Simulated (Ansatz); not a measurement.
# Cl2H4SSi2: a ladder of functionals and wavefunction methods

One table from this session's results is given with a row withheld; the runs are named, their logs left out.

Program: Ansatz 0.2.0, Gaussian basis. Level of theory: functionals in def2-TZVPP, the program's frozen cores in correlated methods. These are calculated values, not measurements.

The runs, in order: PBE-D4, r2SCAN-D4, PBE0-D4, B3LYP-D4, ωB97X-V, ωB97M-V, B2PLYP; CCSD(T)/def2-TZVPP; MP2/def2-QZVPP; extrapolation to the limit.

**The relaxed structure**

The geometry comes from an earlier relaxation with PBE0-D4 in a triple-zeta def2 set; it is a stationary point, not always the lowest conformer.

SMILES `Cl[SiH2]S[SiH2]Cl`, 9 atoms, charge 0, spin multiplicity 1.

Atoms are counted from 1 here; the program's logs count them from 0.

Bond lengths: Cl1–Si2 2.051 Å, Si2–S3 2.129 Å, Si2–H6 1.478 Å, Si2–H7 1.476 Å, S3–Si4 2.129 Å, Si4–Cl5 2.051 Å, Si4–H8 1.478 Å, Si4–H9 1.476 Å. Angles: Cl1–Si2–S3 112.0°, Cl1–Si2–H6 109.0°, Cl1–Si2–H7 107.2°, S3–Si2–H6 105.3°, S3–Si2–H7 111.5°, H6–Si2–H7 112.0°, Si2–S3–Si4 100.8°, S3–Si4–Cl5 111.9°, S3–Si4–H8 105.3°, S3–Si4–H9 111.5°, Cl5–Si4–H8 108.9°, Cl5–Si4–H9 107.2°, H8–Si4–H9 112.0°.

The first run:

in.yaml reads:

```yaml
crystal:
  periodic: [false, false, false]
  atoms:
    - {symbol: Cl, position_ang: [-2.450629, 0.175786, 0.324137]}
    - {symbol: Si, position_ang: [-0.812052, -0.548011, 1.322985]}
    - {symbol: S, position_ang: [0.644437, -1.345244, -0.009317]}
    - {symbol: Si, position_ang: [0.928341, 0.304334, -1.324695]}
    - {symbol: Cl, position_ang: [1.400313, 2.022454, -0.308901]}
    - {symbol: H, position_ang: [-1.229709, -1.684507, 2.170454]}
    - {symbol: H, position_ang: [-0.261617, 0.565083, 2.121660]}
    - {symbol: H, position_ang: [2.069682, -0.073806, -2.184106]}
    - {symbol: H, position_ang: [-0.288775, 0.583901, -2.112217]}
basis:
  gaussian: {orbitals: def2-TZVPP}
hamiltonian: {xc: pbe, dispersion: d4}
output: {forces: true, orbitals: {seedname: orbitals}}
```

The run is started by

```
$ ansatz run in.yaml --threads 2 --pin off --events-out ev --progress --plain --max-ram 22528MiB --backend cpu
```

Among the steps run: PBE-D4 (GGA); r2SCAN-D4 (meta-GGA); PBE0-D4 (hybrid); B3LYP-D4 (hybrid); ωB97X-V (range-separated); ωB97M-V (range-separated); B2PLYP (double hybrid); CCSD(T) in def2-TZVPP; MP2 in def2-QZVPP.

One table of the session follows, with a row left open; its other results are not shown here.

```
            method  atomisation energy (kJ/mol)
            PBE-D4                       2778.3
         r2SCAN-D4                       2797.5
           PBE0-D4                       2766.0
          B3LYP-D4                       2750.3
           ωB97X-V                            ?
           ωB97M-V                       2802.1
            B2PLYP                       2716.0
     HF/def2-TZVPP                       2082.4
    MP2/def2-TZVPP                       2740.4
   CCSD/def2-TZVPP                       2646.8
CCSD(T)/def2-TZVPP                       2691.2
           MP2/CBS                       2839.4
       CCSD(T)/CBS                       2790.2
```

**Question.** Estimate the row for ωB97X-V.

The run gave: atomisation energy (kJ/mol): 2811.9. In the column «atomisation energy (kJ/mol)» it lies between ωB97M-V (2802.1) and MP2/CBS (2839.4).

Caveats from the session: Free atoms (2 Cl, 2 Si, 1 S, 4 H) were run apart at each level; the atomisation energy is their sum less the molecule, without zero-point or spin-orbit terms.
